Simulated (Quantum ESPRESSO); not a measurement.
A run of Quantum ESPRESSO 7.5 is set up as follows.

File pw.in:

```
&CONTROL
  calculation = 'scf'
  prefix = 'pwscf'
  outdir = './tmp'
  pseudo_dir = './pseudo'
  tprnfor = .true.
  tstress = .true.
  disk_io = 'low'
/
&SYSTEM
  ibrav = 0
  celldm(1) = 8
  nat = 3
  ntyp = 2
  ecutwfc = 56
  ecutrho = 448
  nbnd = 35
  occupations = 'smearing'
  smearing = 'fd'
  degauss = 0.00367493
  nspin = 2
  starting_magnetization(1) = 0
  starting_magnetization(2) = 0.1875
/
&ELECTRONS
  conv_thr = 6d-10
  electron_maxstep = 120
  mixing_beta = 0.3
/
ATOMIC_SPECIES
Ge    72.6300 ge_pbesol_v1.4.uspp.F.UPF
Fe    55.8450 fe_pbesol_v1.5.uspp.F.UPF
CELL_PARAMETERS alat
  0.9835160117003   0.0000000000000   0.0000000000000
 -0.4917580058501   0.8517498511621   0.0000000000000
  0.0000000000000   0.0000000000000   0.6204126769552
ATOMIC_POSITIONS crystal
Ge     0.0000000000    0.0000000000    0.0000000000
Fe     0.3333333333    0.6666666667    0.5000000000
Fe     0.6666666667    0.3333333333    0.5000000000
K_POINTS automatic
7 7 10 0 0 0
```

File bands.in:

```
&CONTROL
  calculation = 'bands'
  prefix = 'pwscf'
  outdir = './tmp'
  pseudo_dir = './pseudo'
  disk_io = 'low'
  verbosity = 'high'
/
&SYSTEM
  ibrav = 0
  celldm(1) = 8
  nat = 3
  ntyp = 2
  ecutwfc = 56
  ecutrho = 448
  nbnd = 35
  occupations = 'smearing'
  smearing = 'fd'
  degauss = 0.00367493
  nspin = 2
  starting_magnetization(1) = 0
  starting_magnetization(2) = 0.1875
/
&ELECTRONS
  conv_thr = 1d-08
  electron_maxstep = 120
  mixing_beta = 0.3
  diago_full_acc = .true.
  startingwfc = 'random'
/
ATOMIC_SPECIES
Ge    72.6300 ge_pbesol_v1.4.uspp.F.UPF
Fe    55.8450 fe_pbesol_v1.5.uspp.F.UPF
CELL_PARAMETERS alat
  0.9835160117003   0.0000000000000   0.0000000000000
 -0.4917580058501   0.8517498511621   0.0000000000000
  0.0000000000000   0.0000000000000   0.6204126769552
ATOMIC_POSITIONS crystal
Ge     0.0000000000    0.0000000000    0.0000000000
Fe     0.3333333333    0.6666666667    0.5000000000
Fe     0.6666666667    0.3333333333    0.5000000000
K_POINTS crystal
60
 0.0000000000  0.0000000000  0.0000000000 1
 0.1000000000  0.0000000000  0.0000000000 1
 0.2000000000  0.0000000000  0.0000000000 1
 0.3000000000  0.0000000000  0.0000000000 1
 0.4000000000  0.0000000000  0.0000000000 1
 0.5000000000  0.0000000000  0.0000000000 1
 0.4444444444  0.1111111111  0.0000000000 1
 0.3888888889  0.2222222222  0.0000000000 1
 0.3333333333  0.3333333333  0.0000000000 1
 0.2857142857  0.2857142857  0.0000000000 1
 0.2380952381  0.2380952381  0.0000000000 1
 0.1904761905  0.1904761905  0.0000000000 1
 0.1428571429  0.1428571429  0.0000000000 1
 0.0952380952  0.0952380952  0.0000000000 1
 0.0476190476  0.0476190476  0.0000000000 1
 0.0000000000  0.0000000000  0.0000000000 1
 0.0000000000  0.0000000000  0.0625000000 1
 0.0000000000  0.0000000000  0.1250000000 1
 0.0000000000  0.0000000000  0.1875000000 1
 0.0000000000  0.0000000000  0.2500000000 1
 0.0000000000  0.0000000000  0.3125000000 1
 0.0000000000  0.0000000000  0.3750000000 1
 0.0000000000  0.0000000000  0.4375000000 1
 0.0000000000  0.0000000000  0.5000000000 1
 0.0833333333  0.0000000000  0.5000000000 1
 0.1666666667  0.0000000000  0.5000000000 1
 0.2500000000  0.0000000000  0.5000000000 1
 0.3333333333  0.0000000000  0.5000000000 1
 0.4166666667  0.0000000000  0.5000000000 1
 0.5000000000  0.0000000000  0.5000000000 1
 0.4444444444  0.1111111111  0.5000000000 1
 0.3888888889  0.2222222222  0.5000000000 1
 0.3333333333  0.3333333333  0.5000000000 1
 0.2857142857  0.2857142857  0.5000000000 1
 0.2380952381  0.2380952381  0.5000000000 1
 0.1904761905  0.1904761905  0.5000000000 1
 0.1428571429  0.1428571429  0.5000000000 1
 0.0952380952  0.0952380952  0.5000000000 1
 0.0476190476  0.0476190476  0.5000000000 1
 0.0000000000  0.0000000000  0.5000000000 1
 0.5000000000  0.0000000000  0.5000000000 1
 0.5000000000  0.0000000000  0.4444444444 1
 0.5000000000  0.0000000000  0.3888888889 1
 0.5000000000  0.0000000000  0.3333333333 1
 0.5000000000  0.0000000000  0.2777777778 1
 0.5000000000  0.0000000000  0.2222222222 1
 0.5000000000  0.0000000000  0.1666666667 1
 0.5000000000  0.0000000000  0.1111111111 1
 0.5000000000  0.0000000000  0.0555555556 1
 0.5000000000  0.0000000000  0.0000000000 1
 0.3333333333  0.3333333333  0.0000000000 1
 0.3333333333  0.3333333333  0.0555555556 1
 0.3333333333  0.3333333333  0.1111111111 1
 0.3333333333  0.3333333333  0.1666666667 1
 0.3333333333  0.3333333333  0.2222222222 1
 0.3333333333  0.3333333333  0.2777777778 1
 0.3333333333  0.3333333333  0.3333333333 1
 0.3333333333  0.3333333333  0.3888888889 1
 0.3333333333  0.3333333333  0.4444444444 1
 0.3333333333  0.3333333333  0.5000000000 1
```

Potentials or basis: GBRV 1.5 PBEsol.

Command:

```bash
$ OMP_NUM_THREADS=1 mpirun -n 2 pw.x -nk 2 -in pw.in > pw.out
$ OMP_NUM_THREADS=1 mpirun -n 2 pw.x -nk 2 -in bands.in > bands.out
```

Task: Estimate the net moment.

Result: 5.14 μB per cell.

Task: Estimate the band gap on the k mesh.

Result: None (metal or under the smearing width).

Task: Predict the absolute moment.

Result: 5.24 μB per cell.

Task: Predict the pressure.

Result: -6.5 GPa.

Levels at the corners of the path, in eV from the Fermi level:
Spin up:
| point | band 23 | band 24 | band 25 | band 26 | band 27 | band 28 | band 29 | band 30 |
| --- | --- | --- | --- | --- | --- | --- | --- | --- |
| Γ | -1.52 | -1.52 | 0.11 | 1.96 | 1.96 | 2.72 | 2.72 | 6.94 |
| M | -1.71 | -1.45 | -1.39 | -1.04 | 1.94 | 9.35 | 9.45 | 10.37 |
| K | -1.98 | -1.98 | -1.33 | -0.73 | 5.82 | 6.53 | 6.53 | 9.50 |
| Γ | -1.52 | -1.52 | 0.11 | 1.96 | 1.96 | 2.72 | 2.72 | 6.94 |
| A | -2.48 | -0.70 | -0.48 | 3.57 | 3.57 | 4.49 | 5.95 | 7.52 |
| L | -1.22 | -0.74 | -0.70 | -0.29 | 2.14 | 3.61 | 3.65 | 3.85 |
| H | -1.38 | -1.38 | -0.64 | 0.52 | 0.52 | 2.24 | 2.24 | 8.25 |
| A | -2.48 | -0.70 | -0.48 | 3.57 | 3.57 | 4.49 | 5.95 | 7.52 |
| L | -1.22 | -0.74 | -0.70 | -0.29 | 2.14 | 3.61 | 3.65 | 3.85 |
| M | -1.71 | -1.45 | -1.39 | -1.04 | 1.94 | 9.35 | 9.45 | 10.37 |
| K | -1.98 | -1.98 | -1.33 | -0.73 | 5.82 | 6.53 | 6.53 | 9.50 |
| H | -1.38 | -1.38 | -0.64 | 0.52 | 0.52 | 2.24 | 2.24 | 8.25 |
Spin down:
```
point  band 17  band 18  band 19  band 20  band 21  band 22  band 23  band 24
    Γ    -2.51    -1.26    -1.14    -1.14     0.49     0.49     0.78     1.49
    M    -3.10    -1.63    -1.47    -1.34     0.32     0.43     0.88     1.26
    K    -1.68    -1.43    -1.43    -0.84    -0.84     0.08     0.92     0.92
    Γ    -2.51    -1.26    -1.14    -1.14     0.49     0.49     0.78     1.49
    A    -1.98    -1.14    -1.14    -0.80    -0.80    -0.30    -0.30     1.25
    L    -3.43    -2.11    -1.33    -1.10     0.61     0.62     1.23     1.48
    H    -3.50    -1.47    -1.47    -0.64     0.21     0.70     0.70     0.84
    A    -1.98    -1.14    -1.14    -0.80    -0.80    -0.30    -0.30     1.25
    L    -3.43    -2.11    -1.33    -1.10     0.61     0.62     1.23     1.48
    M    -3.10    -1.63    -1.47    -1.34     0.32     0.43     0.88     1.26
    K    -1.68    -1.43    -1.43    -0.84    -0.84     0.08     0.92     0.92
    H    -3.50    -1.47    -1.47    -0.64     0.21     0.70     0.70     0.84
```
